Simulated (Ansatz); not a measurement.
# Lu2ScN3: the cost of one run

Program: Ansatz 0.2.0. Level of theory: DFT PBE, scalar-relativistic, plane waves, PAW. These are calculated values, not measurements.

2 further runs of the same task are left out: 1 that didn't finish, 1 set aside as unsound or not needed.

**1. The starting structure**

The structure is hexagonal, space group P-6m2 (No. 187). The conventional cell has a = 4.151 Å, b = 4.151 Å, c = 7.907 Å, α = 90.00°, β = 90.00°, γ = 120.00°. Around Lu (site symmetry 3m) lie 3 N at 2.41 Å. Around Sc (site symmetry -6m2) lie 2 N at 1.72 Å. N (site symmetry 3m) is surrounded by 1 Sc at 1.72 Å and 3 Lu at 2.41 Å. Around N (site symmetry -6m2) lie 2 N at 2.23 Å.

Coordinates:

```cif
data_structure
_symmetry_space_group_name_H-M 'P-6m2'
_symmetry_Int_Tables_number 187
_cell_length_a 4.1508
_cell_length_b 4.1508
_cell_length_c 7.9069
_cell_angle_alpha 90.000
_cell_angle_beta 90.000
_cell_angle_gamma 120.000
_cell_volume 117.98
loop_
_atom_site_label
_atom_site_type_symbol
_atom_site_symmetry_multiplicity
_atom_site_Wyckoff_symbol
_atom_site_fract_x
_atom_site_fract_y
_atom_site_fract_z
_atom_site_occupancy
Lu1 Lu 2 i 0.66667 0.33333 0.81995 1
Sc1 Sc 1 a 0.00000 0.00000 0.00000 1
N1 N 2 g 0.00000 0.00000 0.21746 1
N2 N 1 b 0.00000 0.00000 0.50000 1
```

A structure generator made this guess: random cell by space group and Wyckoff sites (P-6m2, No. 187). The dimensions are guesses.

**2. Probe: one point on a coarse mesh**

Input file input.yaml:

```yaml
crystal:
  lattice:
    - [4.15076138, 0.0, 0.0]
    - [-2.07538069, 3.5946648, 0.0]
    - [0.0, 0.0, 7.90694373]
  atoms:
    - { symbol: Lu, position: [0.66666667, 0.33333333, 0.81994661] }
    - { symbol: Lu, position: [0.66666667, 0.33333333, 0.18005339] }
    - { symbol: Sc, position: [0.0, 0.0, 0.0] }
    - { symbol: "N", position: [0.0, 0.0, 0.21746112] }
    - { symbol: "N", position: [0.0, 0.0, 0.78253888] }
    - { symbol: "N", position: [0.0, 0.0, 0.5] }
basis:
  ecutwfc: 420
kpoints:
  mp_grid: { grid: [6, 6, 2] }
hamiltonian:
  xc: pbe
scf:
  occupations: { method: gaussian, width: 0.1 }
  lower_state_search: "off"
output:
  forces: true
  stress: true
  eigenvalues: true
```

On the command line:

```sh
> ansatz run input.yaml --threads 1 --pin off --max-ram 2560MiB --backend cpu --events-out ev --progress --plain --runs-dir out
```

**Question.** How long does this run take on 1 thread of Arm Neoverse V1, shared host, and how much memory does it need?

About 11 s, with a peak of 0.37 GiB.
